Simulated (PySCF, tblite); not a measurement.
**C5H7FGeSe: geometry, infrared bands and NMR shifts**

Aim: predict the infrared bands and NMR shifts of C5H7FGeSe (`C#C[C@@]1(F)[GeH2][C@H](C)[Se]1`).

Computed with tblite 0.8.0 and PySCF 2.14.0, with density-fitted response routines of our own, on a single molecule in the gas phase. Atoms count from 0, in the outputs and in this text.

### 1 The starting structure

15 atoms, charge 0, multiplicity 1; geometry from: force field or distance geometry start.

Bonds of the start (Å): C0–C1 1.21, C1–C2 1.45, C2–F3 1.38, C2–Ge4 1.95, Ge4–C5 1.96, C5–C6 1.49, C5–Se7 1.94, Se7–C2 1.95, C0–H8 1.06, Ge4–H9 1.54, Ge4–H10 1.54, C5–H11 1.10, C6–H12 1.10, C6–H13 1.08, C6–H14 1.13.

### 2 Geometry optimisation with GFN2-xTB

The job: settings as JSON, then the geometry in Å.

```
{"job": {"kind": "relax", "xc": "GFN2-xTB", "basis": "xTB"}, "charge": 0, "multiplicity": 1}
C      3.108100     0.916600    -0.078800
C      2.239400     0.230700    -0.572100
C      1.199400    -0.606800    -1.137200
F      1.607100    -1.439400    -2.157400
Ge     0.072800    -1.451400     0.218200
C     -0.881400     0.263200     0.284900
C     -2.329100     0.005500     0.553100
Se    -0.380800     0.454900    -1.578100
H      3.851000     1.541900     0.354200
H      0.761600    -1.714400     1.567300
H     -0.835100    -2.568400    -0.341100
H     -0.389400     1.038900     0.893300
H     -2.714300    -0.879300     0.027200
H     -2.915800     0.870500     0.272800
H     -2.398000    -0.160000     1.671800
```

The run is started by

```bash
$ OMP_NUM_THREADS=1 python probes_run.py task.json out
```

One launch serves the whole session: the jobs run in the order shown.

**Question.** This job is followed by: GFN2-xTB harmonic vibrations, gas phase; GIAO PBE0/pcSseg-1 NMR shielding, non-relativistic, gas phase. What will the session give for the following? strongest single infrared mode (GFN2-xTB); zero-point energy (GFN2-xTB); ¹³C shifts against TMS (PBE0/pcSseg-1); ¹H shifts against TMS (PBE0/pcSseg-1, means over atoms taken as alike); ¹⁹F shifts against CFCl3 (PBE0/pcSseg-1); ⁷³Ge shifts against GeMe4 (PBE0/pcSseg-1); ⁷⁷Se shifts against Me2Se (PBE0/pcSseg-1).

**Answer**, as computed:

| quantity | value |
| --- | --- |
| strongest single infrared mode (GFN2-xTB) | 1973 cm⁻¹, 456 km/mol |
| zero-point energy (GFN2-xTB) | 58.9 kcal/mol |
| ¹³C shifts against TMS (PBE0/pcSseg-1) | 109.0, 96.8, 84.3, 35.4, 27.3 ppm |
| ¹H shifts against TMS (PBE0/pcSseg-1, means over atoms taken as alike) | 5.60, 5.44, 3.37, 3.33, 2.15 ppm |
| ¹⁹F shifts against CFCl3 (PBE0/pcSseg-1) | -157.9 ppm |
| ⁷³Ge shifts against GeMe4 (PBE0/pcSseg-1) | -38 ppm |
| ⁷⁷Se shifts against Me2Se (PBE0/pcSseg-1) | 883 ppm |

**Reading.** Over 123 steps the energy fell by 0.595 eV; of the close pairs, Ge4–Se7 changed most, 2.658 to 2.898 Å. All 39 modes are real, so the xTB geometry is a minimum. The strongest single mode, at 1973 cm⁻¹, moves mainly H9. GFN2-xTB is a fitted tight-binding method: band positions and strengths are rough. Its intensities can rank the bands wrongly. C2 (propargylic fully substituted sp3 carbon bonded to F and Ge and Se) lies farthest downfield among carbon, at 109.0 ppm; pulled downfield by the heteroatom. At PBE0/pcSseg-1: The widest tensor belongs to Se7: span 1500 ppm, with a paramagnetic part of -2123 ppm. Spin-orbit coupling is left out, which matters for shieldings and couplings at and beside the heavy atoms.
